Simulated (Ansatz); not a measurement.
# quartet C2H5BN: levels of theory compared

We compute a comparison of 4 runs (UHF/STO-3G, UB3LYP/6-31G*, UPBE/def2-SVPD, UMP2/def2-SVPD) of quartet C2H5BN. 

Program for the calculation: Ansatz 0.2.0.

40 further runs of the same task are left out: 40 set aside as unsound or not needed.

**1. The structure to begin with**

The species is C2H5BN (9 atoms), meant as a quartet with charge 0. As SMILES of the parent species, `B[N]C=C`. The coordinates come from a PBE0-D4/def2-TZVP relaxation. That shape belongs to the parent species and isn't relaxed for this state.

Bond lengths: B1–N2 1.342 Å, N2–C3 1.284 Å, C3–C4 1.392 Å, B1–H5 1.202 Å, B1–H6 1.202 Å, C3–H7 1.093 Å, C4–H8 1.082 Å, C4–H9 1.083 Å. Angles: B1–N2–C3 179.9°, N2–C3–C4 123.6°, N2–B1–H5 119.4°, N2–B1–H6 119.4°, N2–C3–H7 118.2°, C4–C3–H7 118.1°, C3–C4–H8 120.6°, C3–C4–H9 120.2°, H5–B1–H6 121.3°, H8–C4–H9 119.2°.

**2. The energy at UHF/STO-3G (run 1)**

Input file job.yaml:

```yaml
crystal:
  periodic: [false, false, false]
  atoms:
    - {symbol: B, position_ang: [-0.864600, 1.674800, -0.110400]}
    - {symbol: N, position_ang: [-0.486400, 0.387700, -0.106200]}
    - {symbol: C, position_ang: [-0.126200, -0.844400, -0.102100]}
    - {symbol: C, position_ang: [1.161000, -1.270600, 0.212300]}
    - {symbol: H, position_ang: [-1.300900, 2.164000, 0.896800]}
    - {symbol: H, position_ang: [-0.758900, 2.316900, -1.120700]}
    - {symbol: H, position_ang: [-0.871400, -1.601800, -0.359600]}
    - {symbol: H, position_ang: [1.410600, -2.323300, 0.200400]}
    - {symbol: H, position_ang: [1.925400, -0.549500, 0.472300]}
basis:
  gaussian:
    orbitals: STO-3G
magnetization:
  spin_polarized: true
  initial_magnetization: 3
hamiltonian:
  xc: hf
accuracy: high
output: {orbitals: {seedname: orbitals}}
```

The run is started by

```sh
$ ansatz run job.yaml --threads 1 --pin off --max-ram 3480MiB --events-out events.jsonl --progress --plain --runs-dir runs
```

Log:

```text
Warning: RAYON_NUM_THREADS=1 ignored (pool sized by the plan → 1); use --threads N
Functional definition: HF
  name "HF"
  exchange = exact_x
  correlation = 0
482 factors; integrals over basis functions are off by at most 2.6e-8 eV
mean field evaluation 1: about -4231.4781 eV, gradient 1.3e1 eV
mean field evaluation 2: about -4231.6351 eV, gradient 1.2e1 eV
mean field evaluation 4: about -4233.4803 eV, gradient 1.9e0 eV
mean field evaluation 8: about -4233.6128 eV, gradient 5.7e-2 eV
mean field evaluation 16: about -4233.6115 eV, gradient 1.2e-3 eV
mean field evaluation 32: about -4233.5049 eV, gradient 2.3e0 eV
mean field evaluation 64: about -4233.6122 eV, gradient 1.7e-2 eV
mean field evaluation 96: about -4230.0462 eV, gradient 1.3e1 eV
mean field evaluation 128: about -4232.1576 eV, gradient 9.6e0 eV
mean field evaluation 160: about -4233.6115 eV, gradient 3.0e-2 eV
mean field -4233.62219732 eV, -155.5827460995 hartree, gradient 1.3e-8 eV, S^2 3.773835; 4 other end points of the search recorded, 0 dependent functions left out
reference -4233.62219732 eV, -155.5827460995 hartree; 16, 13 occupied and 9, 12 virtual orbitals, 482 factors
Total energy: -4233.62219732 eV, -155.5827460995 hartree
```

Run time: 0.5 s. Hardware: 1 thread of Arm Neoverse V2, shared host.

**3. The energy at UB3LYP/6-31G(d) (Cartesian functions) (run 2)**

Input file run.yaml:

```yaml
crystal:
  periodic: [false, false, false]
  atoms:
    - {symbol: B, position_ang: [-0.864600, 1.674800, -0.110400]}
    - {symbol: N, position_ang: [-0.486400, 0.387700, -0.106200]}
    - {symbol: C, position_ang: [-0.126200, -0.844400, -0.102100]}
    - {symbol: C, position_ang: [1.161000, -1.270600, 0.212300]}
    - {symbol: H, position_ang: [-1.300900, 2.164000, 0.896800]}
    - {symbol: H, position_ang: [-0.758900, 2.316900, -1.120700]}
    - {symbol: H, position_ang: [-0.871400, -1.601800, -0.359600]}
    - {symbol: H, position_ang: [1.410600, -2.323300, 0.200400]}
    - {symbol: H, position_ang: [1.925400, -0.549500, 0.472300]}
basis:
  gaussian:
    orbitals: "6-31G*"
magnetization:
  spin_polarized: true
  initial_magnetization: 3
hamiltonian:
  xc: {name: B3LYP}
accuracy: high
output: {orbitals: {seedname: orbitals}}
```

The run is started by

```sh
$ ansatz run run.yaml --threads 1 --pin off --max-ram 3480MiB --events-out events.jsonl --progress --plain --runs-dir runs
```

Log:

```text
Warning: RAYON_NUM_THREADS=1 ignored (pool sized by the plan → 1); use --threads N
Functional definition: B3LYP
  name "B3LYP"
  parameter a0 = 0.2
  parameter ax = 0.72
  parameter ac = 0.81
  exchange = (1 - a0 - ax)*slater_x + ax*b88_x + a0*exact_x
  correlation = (1 - ac)*vwn_rpa_c + ac*lyp_c
1593 factors; integrals over basis functions are off by at most 3.4e-9 eV
mean field evaluation 1: about -4310.1353 eV, gradient 3.0e1 eV
mean field evaluation 2: about -4302.4557 eV, gradient 4.6e1 eV
mean field evaluation 4: about -4314.4754 eV, gradient 4.8e0 eV
mean field evaluation 8: about -4314.7864 eV, gradient 7.1e-1 eV
mean field evaluation 16: about -4314.8390 eV, gradient 3.4e0 eV
mean field evaluation 32: about -4315.0132 eV, gradient 2.6e-2 eV
mean field evaluation 64: about -4315.0124 eV, gradient 9.7e-2 eV
mean field -4315.01324441 eV, -158.5738119112 hartree, gradient 5.8e-8 eV, S^2 3.786283; 5 other end points of the search recorded, 0 dependent functions left out
reference -4315.01328099 eV, -158.5738132552 hartree; 16, 13 occupied and 54, 57 virtual orbitals, 1593 factors
Total energy: -4315.01328099 eV, -158.5738132552 hartree
```

Wall time 30 s (1 thread of Arm Neoverse V2, shared host); peak memory 0.28 GiB.

Run 3 isn't shown in full; the table further down has it.

**4. A single-point energy at UMP2/def2-SVPD (run 4)**

Input file in.yaml:

```yaml
basis:
  gaussian: {orbitals: def2-SVPD}
crystal:
  periodic: [false, false, false]
  atoms:
    - {symbol: B, position_ang: [-0.864600, 1.674800, -0.110400]}
    - {symbol: N, position_ang: [-0.486400, 0.387700, -0.106200]}
    - {symbol: C, position_ang: [-0.126200, -0.844400, -0.102100]}
    - {symbol: C, position_ang: [1.161000, -1.270600, 0.212300]}
    - {symbol: H, position_ang: [-1.300900, 2.164000, 0.896800]}
    - {symbol: H, position_ang: [-0.758900, 2.316900, -1.120700]}
    - {symbol: H, position_ang: [-0.871400, -1.601800, -0.359600]}
    - {symbol: H, position_ang: [1.410600, -2.323300, 0.200400]}
    - {symbol: H, position_ang: [1.925400, -0.549500, 0.472300]}
accuracy: high
correlation: {method: mp2, frozen_orbitals: {B: 1, C: 1, H: 0, "N": 1}}
magnetization: {spin_polarized: true, initial_magnetization: 3}
```

The run is started by

```sh
$ ansatz run in.yaml --threads 1 --pin off --max-ram 3480MiB --events-out events.jsonl --progress --plain --runs-dir runs
```

Log, shortened:

```text
Warning: RAYON_NUM_THREADS=1 ignored (pool sized by the plan → 1); use --threads N
[... 2 set-up lines as earlier in the session ...]
[...]
2481 factors; integrals over basis functions are off by at most 3.5e-9 eV
[...]
mean field -4284.64007834 eV, -157.4576186455 hartree, gradient 4.4e-8 eV, S^2 3.991884; 11 other end points of the search recorded, 0 dependent functions left out
4 core orbitals not correlated: weight in the atoms' cores, before any rotation towards them, 1.000 or more for the frozen orbitals, at most 0.000 for the correlated occupied ones
reference -4284.64007834 eV, -157.4576186455 hartree; 12, 9 occupied and 104, 107 virtual orbitals, 2481 factors
second order -12.50901027 eV of doubles, -0.00000000 eV of singles
Total energy: -4297.14908860 eV, -157.9173162940 hartree
```

Wall time 20 s (1 thread of Arm Neoverse V2, shared host); peak memory 0.48 GiB.

**5. Overview of the runs**

```tsv
run	level	Cartesian functions	frozen core orbitals	energy (Eh)	HOMO energy (eV)	⟨S²⟩	wall time
1	UHF/STO-3G	no	–	-155.582746	-3.92	3.774	0.5 s
2	UB3LYP/6-31G* (Cartesian functions)	yes	–	-158.573813	-1.75	3.786	30 s
3	UPBE/def2-SVPD	no	–	-158.254304	-1.79	3.765	32 s
4	UMP2/def2-SVPD	no	4	-157.917316	–	3.992	20 s
```

**6. Outcome**

```
                                          quantity          value
                               run 4: total energy  -157.91732 Eh
run 4: correlation energy (4 core orbitals frozen)     -459.7 mEh
          run 4: ⟨S²⟩ of the reference determinant          3.992
```

In words: Totals of different functionals can't be ranked against each other. In run 1 the basis is minimal, so the values are rough. Spin contamination of the reference: run 4 ⟨S²⟩ = 3.99. All runs together took 82 s, the longest 32 s.
